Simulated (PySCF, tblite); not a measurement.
# C₈H₁₂N₂: geometry, infrared bands and NMR shifts

Aim: predict the infrared bands and NMR shifts of C₈H₁₂N₂ (`CCc1cc(C)nnc1C`).

Programs: tblite 0.8.0 and PySCF 2.14.0, with density-fitted response routines of our own. Each step states its level of theory. These are calculated values for one molecule in the gas phase, unless marked as measured. Atoms count from 0, in the outputs and in this text.

### 1 The molecule as given

22 atoms, charge 0, multiplicity 1; geometry from: force field or distance geometry start.

Bonds of the start (Å): C0–C1 1.53, C1–C2 1.52, C2–C3 1.39, C3–C4 1.39, C4–C5 1.49, C4–N6 1.35, N6–N7 1.36, N7–C8 1.36, C8–C9 1.51, C8–C2 1.39, C0–H10 1.09, C0–H11 1.10, C0–H12 1.10, C1–H13 1.10, C1–H14 1.09, C3–H15 1.08, C5–H16 1.09, C5–H17 1.10, C5–H18 1.09, C9–H19 1.09, C9–H20 1.10, C9–H21 1.10.

### 2 Geometry optimisation with GFN2-xTB

The job: settings as JSON, then the geometry in Å.

```
{"job": {"kind": "relax", "xc": "GFN2-xTB", "basis": "xTB"}, "charge": 0, "multiplicity": 1}
C     -2.299500    -1.270100     0.154000
C     -1.568700    -0.411000    -0.872800
C     -0.250000     0.101100    -0.314000
C      0.891300    -0.675300    -0.432800
C      2.089200    -0.215800     0.099600
C      3.336900    -1.027000    -0.007200
N      2.168200     0.988500     0.695300
N      1.055200     1.767100     0.820000
C     -0.133300     1.333500     0.326900
C     -1.296400     2.272300     0.514400
H     -1.717300    -2.139200     0.453200
H     -2.548100    -0.698900     1.060200
H     -3.253400    -1.629200    -0.261800
H     -1.364900    -1.012600    -1.766200
H     -2.204700     0.420000    -1.192500
H      0.850500    -1.654200    -0.893700
H      3.589600    -1.215200    -1.050200
H      4.184700    -0.505400     0.452500
H      3.214200    -1.978000     0.521000
H     -2.101000     1.784100     1.057500
H     -0.994400     3.158700     1.094500
H     -1.658500     2.626100    -0.458800
```

On the command line:

```bash
> OMP_NUM_THREADS=1 python probes_run.py task.json out
```

The driver reads the jobs from task.json and runs them one after another.

**Question.** This job is followed by: GFN2-xTB harmonic vibrations, gas phase; GIAO PBE0/pcSseg-1 NMR shielding, non-relativistic, gas phase. Predict these results of the whole session: strongest single infrared mode (GFN2-xTB); zero-point energy (GFN2-xTB); 13C shifts against TMS (PBE0/pcSseg-1); 1H shifts against TMS (PBE0/pcSseg-1, means over atoms taken as alike); 15N shifts against NH3 (PBE0/pcSseg-1); surface potential, 1st and 99th percentile.

As calculated:

```
                                                              quantity                                                   value
                             strongest single infrared mode (GFN2-xTB)                                    1427 cm⁻¹, 72 km/mol
                                          zero-point energy (GFN2-xTB)                                          115.4 kcal/mol
                                13C shifts against TMS (PBE0/pcSseg-1)  162.2, 159.1, 145.5, 129.8, 30.1, 24.7, 22.7, 18.6 ppm
1H shifts against TMS (PBE0/pcSseg-1, means over atoms taken as alike)                        7.10, 2.89, 2.88, 2.57, 1.18 ppm
                                15N shifts against NH3 (PBE0/pcSseg-1)                                        458.0, 447.4 ppm
                                 surface potential, 1st and 99th percentile                                      -2.16 V and 1.15 V
```

What this shows: The optimisation took 42 steps and gained 0.210 eV; among the close pairs (by a distance rule), N6–N7 changed most, from 1.364 to 1.299 Å. No mode is imaginary among the 60: a minimum at this level. The strongest single mode, at 1427 cm⁻¹, is spread over several atoms, C8, C4, N7, C2 among them. GFN2-xTB is a fitted tight-binding method: band positions and strengths are rough. Its intensities can rank the bands wrongly. NICS(1)zz of -26 ppm above the planar ring from C2 marks a diatropic (aromatic) ring current. By nearest atom (PBE0/pcSseg-1), the HOMO sits on N6, N7 about 38 % each; C4, C8 about 7 % each and the LUMO on N6, N7 about 19 % each; C2, C3 about 21 % each.
